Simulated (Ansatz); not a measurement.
# B3LYP/6-31G(d) (spherical functions) run of C4H4Si (SMILES C#C[SiH2]C#C)

Aim: the electronic atomisation energy of C4H4Si at B3LYP/6-31G* (spherical functions), from 4 runs. 

The calculation is run with Ansatz 0.2.0.

42 further runs of the same task are left out: 42 set aside as unsound or not needed.

### 1 The structure to begin with

C4H4Si has 9 atoms, charge 0, and is taken as a singlet. As SMILES, `C#C[SiH2]C#C`. The coordinates come from a PBE0-D4/def2-TZVP relaxation.

Bond lengths: C1–C2 1.205 Å, C2–Si3 1.821 Å, Si3–C4 1.821 Å, C4–C5 1.206 Å, C1–H6 1.066 Å, Si3–H7 1.481 Å, Si3–H8 1.481 Å, C5–H9 1.066 Å. Angles: C1–C2–Si3 179.3°, C2–Si3–C4 109.7°, Si3–C4–C5 179.3°, C2–C1–H6 179.8°, C2–Si3–H7 109.3°, C2–Si3–H8 109.3°, C4–Si3–H7 109.3°, C4–Si3–H8 109.3°, C4–C5–H9 179.8°, H7–Si3–H8 109.9°.

### 2 The energy at B3LYP/6-31G(d) (spherical functions)

input.yaml

```yaml
basis:
  gaussian: {orbitals: 6-31G_st_-spherical.json}
crystal:
  periodic: [false, false, false]
  atoms:
    - {symbol: C, position_ang: [1.986100, -0.068000, 1.693000]}
    - {symbol: C, position_ang: [1.245000, -0.318200, 0.775800]}
    - {symbol: Si, position_ang: [0.139500, -0.713800, -0.616400]}
    - {symbol: C, position_ang: [-1.252900, 0.459600, -0.648400]}
    - {symbol: C, position_ang: [-2.180600, 1.228700, -0.681700]}
    - {symbol: H, position_ang: [2.639600, 0.155600, 2.505100]}
    - {symbol: H, position_ang: [0.896100, -0.611400, -1.885800]}
    - {symbol: H, position_ang: [-0.384600, -2.089300, -0.450100]}
    - {symbol: H, position_ang: [-2.999800, 1.910300, -0.708600]}
magnetization: {spin_polarized: false}
hamiltonian: {xc: {name: B3LYP}}
accuracy: high
output: {orbitals: {seedname: orbitals}}
```

The basis set 6-31G* is read from a file made from the Basis Set Exchange's data (not shown).

The run is started by

```
$ ansatz run input.yaml --threads 1 --pin off --max-ram 3480MiB --events-out events.jsonl --progress --plain --runs-dir runs
```

The log of the run:

```text
Warning: RAYON_NUM_THREADS=1 ignored (pool sized by the plan → 1); use --threads N
Functional definition: B3LYP
  name "B3LYP"
  parameter a0 = 0.2
  parameter ax = 0.72
  parameter ac = 0.81
  exchange = (1 - a0 - ax)*slater_x + ax*b88_x + a0*exact_x
  correlation = (1 - ac)*vwn_rpa_c + ac*lyp_c
1818 factors; integrals over basis functions are off by at most 3.6e-9 eV
mean field evaluation 1: about -12080.5230 eV, gradient 4.8e1 eV
mean field evaluation 2: about -12079.8190 eV, gradient 5.1e1 eV
mean field evaluation 4: about -12086.7615 eV, gradient 4.5e0 eV
mean field evaluation 8: about -12087.0225 eV, gradient 1.4e-1 eV
mean field evaluation 16: about -12087.0226 eV, gradient 1.7e-5 eV
mean field -12087.02258555 eV, -444.1898871407 hartree, gradient 5.6e-8 eV, S^2 0.000000; 0 other end points of the search recorded, 0 dependent functions left out
reference -12087.02262657 eV, -444.1898886483 hartree; 21, 21 occupied and 61, 61 virtual orbitals, 1818 factors
Total energy: -12087.02262657 eV, -444.1898886483 hartree
```

Run time: 2.4 s. Hardware: 1 thread of AMD EPYC 9R45 (Zen 5), shared host; peak memory 0.28 GiB.

### 3 The C atom, same level

input.yaml

```yaml
crystal:
  periodic: [false, false, false]
  atoms:
    - {symbol: C, position_ang: [0.000000, 0.000000, 0.000000]}
basis:
  gaussian: {orbitals: 6-31G_st_-spherical.json}
magnetization: {spin_polarized: true, initial_magnetization: 2}
hamiltonian: {xc: {name: B3LYP}}
accuracy: high
```

The basis set 6-31G* is read from a file made from the Basis Set Exchange's data (not shown).

The run is started by

```
$ ansatz run input.yaml --threads 1 --pin off --max-ram 3480MiB --events-out events.jsonl --progress --plain --runs-dir runs
```

The log of the run:

```text
Warning: RAYON_NUM_THREADS=1 ignored (pool sized by the plan → 1); use --threads N
Functional definition: B3LYP
  name "B3LYP"
  parameter a0 = 0.2
  parameter ax = 0.72
  parameter ac = 0.81
  exchange = (1 - a0 - ax)*slater_x + ax*b88_x + a0*exact_x
  correlation = (1 - ac)*vwn_rpa_c + ac*lyp_c
96 factors; integrals over basis functions are off by at most 1.1e-9 eV
mean field evaluation 1: about -1029.7320 eV, gradient 3.6e0 eV
mean field evaluation 2: about -1029.7994 eV, gradient 1.0e0 eV
mean field evaluation 4: about -1029.8062 eV, gradient 2.3e-1 eV
mean field evaluation 8: about -1029.8066 eV, gradient 6.7e-6 eV
mean field -1029.80656969 eV, -37.8446934081 hartree, gradient 9.8e-9 eV, S^2 2.001951; 0 other end points of the search recorded, 0 dependent functions left out
reference -1029.80658741 eV, -37.8446940593 hartree; 4, 2 occupied and 10, 12 virtual orbitals, 96 factors
Total energy: -1029.80658741 eV, -37.8446940593 hartree
```

It took 0.14 s on 1 thread of AMD EPYC 9R45 (Zen 5), shared host.

### 4 The H atom, same level

input.yaml

```yaml
crystal:
  periodic: [false, false, false]
  atoms:
    - {symbol: H, position_ang: [0.000000, 0.000000, 0.000000]}
basis:
  gaussian:
    orbitals: "6-31G*"
accuracy: high
magnetization:
  spin_polarized: true
  initial_magnetization: 1
hamiltonian:
  xc: {name: B3LYP}
```

Run the same way, it converges to -0.50027 Eh (log not shown).

### 5 The Si atom, same level

job.yaml

```yaml
crystal:
  periodic: [false, false, false]
  atoms:
    - {symbol: Si, position_ang: [0.000000, 0.000000, 0.000000]}
basis:
  gaussian:
    orbitals: 6-31G_st_-spherical.json
magnetization:
  spin_polarized: true
  initial_magnetization: 2
hamiltonian:
  xc: {name: B3LYP}
accuracy: high
```

The basis set 6-31G* is read from a file made from the Basis Set Exchange's data (not shown).

Run the same way, it converges to -289.36979 Eh (log not shown).

### 6 Results

At B3LYP/6-31G* (spherical functions):

| quantity | value |
| --- | --- |
| molecule: total energy | -444.18989 Eh |
| molecule: HOMO energy | -7.66 eV |
| molecule: LUMO energy | -0.14 eV |
| molecule: HOMO–LUMO gap | 7.52 eV |
| C atom: total energy | -37.84469 Eh |
| C atom: ⟨S²⟩ | 2.002 |
| H atom: total energy | -0.50027 Eh |
| H atom: ⟨S²⟩ | 0.750 |
| Si atom: total energy | -289.36979 Eh |
| Si atom: ⟨S²⟩ | 2.002 |
| electronic atomisation energy | 39.191 eV |

What this shows: Taking the molecule apart into free atoms costs 39.19 eV (904 kcal/mol), before zero-point energy and without spin-orbit coupling.
